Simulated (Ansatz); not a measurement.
# AlAsH₄ (singlet): the correlation ladder, cc-pVDZ

One table from this session's results is given with a row withheld; the runs are named, their logs left out.

Method: cc-pVDZ, core rule «outside noble gas», up to 19 orbitals frozen; program: Ansatz 0.2.0, Gaussian basis.

Plan: UHF; CCSD(T) on RHF; BCCD(T) on RHF; CISD; CCSDT(Q) on RHF; CCSDTQ on RHF.

6 further runs of the same task are left out: 3 for a known fault of the program, 3 set aside as unsound or not needed. Runs told in other sessions of the task aren't counted.

### The system

The geometry is a PBE0/def2-TZVP stationary point (not a proven minimum). No spin-orbit coupling is included. The filled d shell of As may be among the frozen orbitals whatever the setting's name suggests.

6 atoms, charge 0, spin multiplicity 1.

Atoms are counted from 1 here; the program's logs count them from 0.

Bond lengths: Al1–As2 2.429 Å, Al1–H3 1.587 Å, Al1–H4 1.587 Å, As2–H5 1.522 Å, As2–H6 1.522 Å. Angles: As2–Al1–H3 119.7°, As2–Al1–H4 119.7°, H3–Al1–H4 120.4°, Al1–As2–H5 91.4°, Al1–As2–H6 91.4°, H5–As2–H6 93.5°.

Set-up of the first run:

Input file in.yaml:

```yaml
crystal:
  periodic: [false, false, false]
  atoms:
    - {symbol: Al, position_ang: [0.031918, 0.000000, 1.749608]}
    - {symbol: As, position_ang: [-0.038462, 0.000000, -0.678270]}
    - {symbol: H, position_ang: [-0.000011, 1.377251, 2.537113]}
    - {symbol: H, position_ang: [-0.000011, -1.377251, 2.537113]}
    - {symbol: H, position_ang: [1.002266, 1.108594, -0.746352]}
    - {symbol: H, position_ang: [1.002266, -1.108594, -0.746352]}
basis:
  gaussian: {orbitals: cc-pVDZ}
magnetization: {spin_polarized: true, initial_magnetization: 0}
hamiltonian: {xc: hf}
output: {orbitals: {seedname: orbitals}}
```

Launch:

```bash
ansatz run in.yaml --threads 1 --pin off --events-out ev --progress --plain --max-ram 4096MiB --backend cpu
```

Among the steps run: UHF; CCSD(T) on RHF; BCCD(T) on RHF; CISD; CCSDT(Q) on RHF; CCSDTQ on RHF.

One of the session's tables, all rows but one given; the rest of the session is left out.

```
   method  from RCCSDTQ (kJ/mol)
      RHF                 +601.9
     RMP2                 +122.8
     CISD                  +68.6
    RCCSD                  +17.9
 RCCSD(T)                   +3.4
  BCCD(T)                   +3.3
   RCCSDT                   +0.8
RCCSDT(Q)                      ?
  RCCSDTQ                      0
```

**Question.** Estimate the row for RCCSDT(Q).

**Answer.** from RCCSDTQ (kJ/mol): +0.1. In the column «from RCCSDTQ (kJ/mol)» it lies between RCCSDTQ (0) and RCCSDT (+0.8).
